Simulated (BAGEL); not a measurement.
# SiNHClF2 (SMILES [NH][Si](F)(F)Cl): UHF/3-21G (density fitting with qzvpp-jkfit)

What is the vertical doublet–quartet gap of SiNHClF2 at UHF/3-21G (density fitting with qzvpp-jkfit)? 

The results are computed with BAGEL 1.2.2.

2 further runs of the same task are left out: 2 that didn't finish.

### Step 1. The molecule

SiNHClF2: 6 atoms, total charge 0, spin state doublet. SMILES: `[NH][Si](F)(F)Cl`. The shape is that of a PBE0-D4/def2-TZVP optimisation. This is one conformer, not always the lowest.

Bond lengths: N1–Si2 1.722 Å, Si2–F3 1.578 Å, Si2–F4 1.571 Å, Si2–Cl5 2.018 Å, N1–H6 1.021 Å. Angles: N1–Si2–F3 113.2°, N1–Si2–F4 109.0°, N1–Si2–Cl5 108.9°, F3–Si2–F4 106.6°, F3–Si2–Cl5 109.8°, F4–Si2–Cl5 109.2°, Si2–N1–H6 114.3°.

### Step 2. A single-point energy at UHF/3-21G (density fitting with qzvpp-jkfit)

Contents of input.json:

```json
{ "bagel" : [

{
  "title" : "molecule",
  "basis" : "3-21g",
  "df_basis" : "qzvpp-jkfit",
  "angstrom" : true,
  "geometry" : [
    { "atom" : "N", "xyz" : [    0.109700,    0.566300,    1.248600 ] },
    { "atom" : "Si", "xyz" : [    0.180200,   -0.228500,   -0.277000 ] },
    { "atom" : "F", "xyz" : [   -0.800000,   -1.460700,   -0.382700 ] },
    { "atom" : "F", "xyz" : [    1.631800,   -0.788700,   -0.495900 ] },
    { "atom" : "Cl", "xyz" : [   -0.242400,    1.107700,   -1.728900 ] },
    { "atom" : "H", "xyz" : [   -0.837300,    0.739800,    1.589700 ] }
  ]
},
{ "title" : "uhf", "nopen" : 1 },
{ "title" : "print", "file" : "orbitals.molden", "orbitals" : true }

]}
```

Started as:

```sh
BAGEL_NUM_THREADS=1 BAGEL input.json > input.out
```

Log:

```text
* using 1 threads per process

  ===============================================================
  ===============================================================

  *** Geometry ***

  { "atom" : "N", "xyz" : [      0.207303,      1.070152,      2.359512 ] },
  { "atom" : "Si", "xyz" : [      0.340529,     -0.431802,     -0.523454 ] },
  { "atom" : "F", "xyz" : [     -1.511781,     -2.760323,     -0.723198 ] },
  { "atom" : "F", "xyz" : [      3.083655,     -1.490427,     -0.937115 ] },
  { "atom" : "Cl", "xyz" : [     -0.458070,      2.093250,     -3.267147 ] },
  { "atom" : "H", "xyz" : [     -1.582268,      1.398019,      3.004098 ] },

  Number of auxiliary basis functions:      505

  Since a DF basis is specified, we compute 2- and 3-index integrals:
    o Being stored without compression. Storage requirement is 0.012 GB

  Number of basis functions:       55
  Number of electrons      :       57

    * METHOD: MOLECULE                             0.16

  *** Open-shell HF ***

  === Nuclear Repulsion ===
   306.7587697514

      * DIIS with orbital gradients will be used.

  === UHF iteration (3-21g) ===
      0       -997.19189467          0.04901551           0.08
      1       -997.33027365          0.02637418           0.08
      2       -997.35839365          0.01423541           0.08
      3       -997.36909284          0.00082287           0.08
      4       -997.36933344          0.00036259           0.08
      5       -997.36941778          0.00019869           0.08
      6       -997.36946050          0.00013874           0.08
      7       -997.36947967          0.00011653           0.09
      8       -997.36949492          0.00010084           0.08
      9       -997.36951551          0.00007608           0.08
     10       -997.36953449          0.00003738           0.08
     11       -997.36953740          0.00001571           0.08
     12       -997.36953781          0.00000605           0.08
     13       -997.36953785          0.00000309           0.08
     14       -997.36953786          0.00000202           0.08
     15       -997.36953787          0.00000139           0.08
     16       -997.36953787          0.00000103           0.08
     17       -997.36953787          0.00000084           0.08
     18       -997.36953787          0.00000073           0.08
     19       -997.36953787          0.00000058           0.08
     20       -997.36953787          0.00000033           0.08
     21       -997.36953787          0.00000015           0.08
     22       -997.36953787          0.00000008           0.08
     23       -997.36953787          0.00000005           0.08
     24       -997.36953787          0.00000003           0.08
     25       -997.36953787          0.00000002           0.08
     26       -997.36953787          0.00000002           0.08
     27       -997.36953787          0.00000001           0.08
     28       -997.36953787          0.00000001           0.08
     29       -997.36953787          0.00000001           0.08
    * SCF iteration converged.

    * S^2 (UHF) is 0.7558

    * Permanent dipole moment:
           (    0.793339,    -0.096983,    -0.597648) a.u.

    * METHOD: UHF                                  2.60

    * METHOD: PRINT                                0.01

  ===============================================================
```

It took 3 s on 1 thread of Arm Neoverse V2, shared host; peak memory 0.089 GiB.

### Step 3. The quartet

Contents of input.json:

```json
{ "bagel" : [

{
  "title" : "molecule",
  "basis" : "3-21g",
  "df_basis" : "qzvpp-jkfit",
  "angstrom" : true,
  "geometry" : [
    { "atom" : "N", "xyz" : [       0.109700,       0.566300,       1.248600 ] },
    { "atom" : "Si", "xyz" : [       0.180200,      -0.228500,      -0.277000 ] },
    { "atom" : "F", "xyz" : [      -0.800000,      -1.460700,      -0.382700 ] },
    { "atom" : "F", "xyz" : [       1.631800,      -0.788700,      -0.495900 ] },
    { "atom" : "Cl", "xyz" : [      -0.242400,       1.107700,      -1.728900 ] },
    { "atom" : "H", "xyz" : [      -0.837300,       0.739800,       1.589700 ] }
  ]
},

{ "title" : "uhf", "nopen" : 3 },

{ "title" : "print", "file" : "orbitals.molden", "orbitals" : true }

]}
```

Started as:

```sh
BAGEL_NUM_THREADS=1 BAGEL input.json > input.out
```

Log:

```text
* using 1 threads per process

  ===============================================================
  ===============================================================

  *** Geometry ***

  { "atom" : "N", "xyz" : [      0.207303,      1.070152,      2.359512 ] },
  { "atom" : "Si", "xyz" : [      0.340529,     -0.431802,     -0.523454 ] },
  { "atom" : "F", "xyz" : [     -1.511781,     -2.760323,     -0.723198 ] },
  { "atom" : "F", "xyz" : [      3.083655,     -1.490427,     -0.937115 ] },
  { "atom" : "Cl", "xyz" : [     -0.458070,      2.093250,     -3.267147 ] },
  { "atom" : "H", "xyz" : [     -1.582268,      1.398019,      3.004098 ] },

  Number of auxiliary basis functions:      505

  Since a DF basis is specified, we compute 2- and 3-index integrals:
    o Being stored without compression. Storage requirement is 0.012 GB

  Number of basis functions:       55
  Number of electrons      :       57

    * METHOD: MOLECULE                             0.16

  *** Open-shell HF ***

  === Nuclear Repulsion ===
   306.7587697514

      * DIIS with orbital gradients will be used.

  === UHF iteration (3-21g) ===
      0       -996.86312101          0.04930820           0.08
      1       -997.02172959          0.03182752           0.08
      2       -997.06965752          0.01823934           0.08
      3       -997.09103294          0.00181129           0.08
      4       -997.09513641          0.00099529           0.08
      5       -997.09631621          0.00059254           0.08
      6       -997.09696533          0.00035125           0.08
      7       -997.09719558          0.00023524           0.09
      8       -997.09730532          0.00015908           0.08
      9       -997.09738573          0.00010190           0.08
     10       -997.09742059          0.00006825           0.08
     11       -997.09743602          0.00004334           0.08
     12       -997.09744299          0.00002686           0.08
     13       -997.09744528          0.00001579           0.08
     14       -997.09744570          0.00001150           0.08
     15       -997.09744596          0.00000751           0.08
     16       -997.09744603          0.00000555           0.08
     17       -997.09744606          0.00000408           0.08
     18       -997.09744609          0.00000294           0.08
     19       -997.09744611          0.00000209           0.08
     20       -997.09744612          0.00000136           0.08
     21       -997.09744613          0.00000098           0.08
     22       -997.09744613          0.00000062           0.08
     23       -997.09744613          0.00000040           0.08
     24       -997.09744613          0.00000028           0.08
     25       -997.09744613          0.00000016           0.08
     26       -997.09744613          0.00000010           0.08
     27       -997.09744613          0.00000007           0.08
     28       -997.09744613          0.00000005           0.08
     29       -997.09744613          0.00000004           0.08
     30       -997.09744613          0.00000003           0.08
     31       -997.09744613          0.00000002           0.08
     32       -997.09744613          0.00000001           0.08
    * SCF iteration converged.

    * S^2 (UHF) is 3.7593

    * Permanent dipole moment:
           (   -0.256209,    -0.382664,    -1.529206) a.u.

    * METHOD: UHF                                  2.81

    * METHOD: PRINT                                0.01

  ===============================================================
```

It took 3.3 s on 1 thread of Arm Neoverse V2, shared host; peak memory 0.09 GiB.

### Step 4. What came out

At UHF/3-21G (density fitting with qzvpp-jkfit):

| quantity | value |
| --- | --- |
| doublet: total energy | -997.36954 Eh |
| doublet: dipole moment | 2.54 D |
| doublet: ⟨S²⟩ | 0.756 |
| quartet: total energy | -997.09745 Eh |
| quartet: dipole moment | 4.06 D |
| quartet: ⟨S²⟩ | 3.759 |
| vertical energy of the quartet above the doublet | 7.404 eV |

**Reading.** At this shape the quartet lies 7.40 eV (714 kJ/mol) above the doublet.
